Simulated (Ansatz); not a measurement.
Runs of Ansatz 0.2.0 on PtSe. Symmetry: Fm-3m, No. 225, cubic system. Conventional cell: a = 5.597 Å, b = 5.597 Å, c = 5.597 Å, α = 90.00°, β = 90.00°, γ = 90.00°. Pt (site symmetry m-3m) has 6 Se at 2.80 Å as nearest neighbours. Se (site symmetry m-3m) is surrounded by 6 Pt at 2.80 Å. The cell comes from a database or a generator and needn't be the stable form of this composition.

| task | level | cell | cutoff (eV) | points for each segment of the path | gap on the mesh (eV) | pressure (GPa) |
| --- | --- | --- | --- | --- | --- | --- |
| single point | r2SCANh | as given | 500 | - | none | (a) |
| relaxation of cell and atoms | HF | relaxed | 420 | - | none | 0.0 |
| single point | r2SCAN50 | as given | 500 | - | none | -19.3 |
| single point | B3LYP | as given | 420 | - | none | -9.8 |
| band structure | HSE06 | as given | 420 | 4 | none | -16.5 |

Alike in all rows: potentials or basis Ansatz PAW; no spin polarisation; k mesh 4 × 4 × 4; smearing fermi-dirac 0.05 eV; the mesh is coarse, so values aren't converged.

**Question.** Estimate the missing entries.

**Answer.** (a) -16.1.

Caveats: all runs use coarse meshes; the PAW data sets come from PBE, with cores solved anew for the run's functional, which leaves a small shift of forces and pressure; the thresholds are loose for stress (some runs); so large a pressure means that the cell lies far from this level's equilibrium, or that cutoff or potentials fall short (some runs); the plane-wave basis is chosen anew once the cell has moved, so the energies of steps on either side of that aren't comparable (some runs); spin-orbit coupling is left out, which moves the levels of the heavy elements (some runs).

A k mesh can miss the band edges, and the runs leave out spin-orbit coupling on Pt, Se.

A gap of «none» marks a metal or a gap under the smearing width.
